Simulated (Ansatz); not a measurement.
# CH3BBrFO: basis-set convergence

The task here is to estimate one member of a computed series from the others.

The runs use Ansatz 0.2.0, Gaussian basis; one geometry, several basis sets.

Levels to be run: PBE0-D4/def2-SVP; ωB97M-V/def2-SVP; PBE0-D4/def2-QZVPP; ωB97M-V/def2-QZVPP; the functionals' def2-TZVPP values are taken from earlier runs.

## Structure used throughout

All runs share one geometry, relaxed beforehand with PBE0-D4 in a triple-zeta def2 set.

SMILES `COB(F)Br`, 8 atoms, charge 0, spin multiplicity 1.

Atoms are counted from 1 here; the program's logs count them from 0.

Bond lengths: C1–O2 1.414 Å, C1–H6 1.090 Å, C1–H7 1.091 Å, C1–H8 1.091 Å, O2–B3 1.330 Å, B3–F4 1.318 Å, B3–Br5 1.931 Å. Angles: O2–C1–H6 108.1°, O2–C1–H7 108.6°, O2–C1–H8 111.6°, H6–C1–H7 109.2°, H6–C1–H8 109.8°, H7–C1–H8 109.6°, C1–O2–B3 126.9°, O2–B3–F4 118.6°, O2–B3–Br5 124.2°, F4–B3–Br5 117.2°.

The first run:

in.yaml reads:

```yaml
crystal:
  periodic: [false, false, false]
  atoms:
    - {symbol: C, position_ang: [-0.908005, -0.549786, -0.367364]}
    - {symbol: O, position_ang: [0.287188, -0.586957, 0.387822]}
    - {symbol: B, position_ang: [1.161314, 0.402846, 0.547718]}
    - {symbol: F, position_ang: [2.224690, 0.189634, 1.297409]}
    - {symbol: Br, position_ang: [0.980392, 2.151613, -0.251980]}
    - {symbol: H, position_ang: [-0.908093, -1.405657, -1.042606]}
    - {symbol: H, position_ang: [-1.754587, -0.632568, 0.315553]}
    - {symbol: H, position_ang: [-0.990702, 0.373777, -0.942352]}
basis:
  gaussian: {orbitals: def2-SVP}
hamiltonian: {xc: pbe0, dispersion: d4}
output: {orbitals: {seedname: orbitals}}
```

Steps of the session up to this table: PBE0-D4 in def2-SVP; ωB97M-V in def2-SVP; PBE0-D4 in def2-QZVPP; ωB97M-V in def2-QZVPP.

One table of the session follows, with a row left open; its other results are not shown here.

| functional | basis | HOMO (eV) | LUMO (eV) |
| --- | --- | --- | --- |
| PBE0-D4 | def2-SVP | ? | ? |
| PBE0-D4 | def2-TZVPP | -8.67 | 0.36 |
| PBE0-D4 | def2-QZVPP | -8.68 | 0.29 |
| ωB97M-V | def2-SVP | -10.76 | 2.76 |
| ωB97M-V | def2-TZVPP | -10.93 | 2.14 |
| ωB97M-V | def2-QZVPP | -10.94 | 1.66 |

Q: Estimate the row for PBE0-D4, def2-SVP from the others.

The run gave: HOMO (eV): -8.53; LUMO (eV): 0.60. In the column «HOMO (eV)» it is the highest.
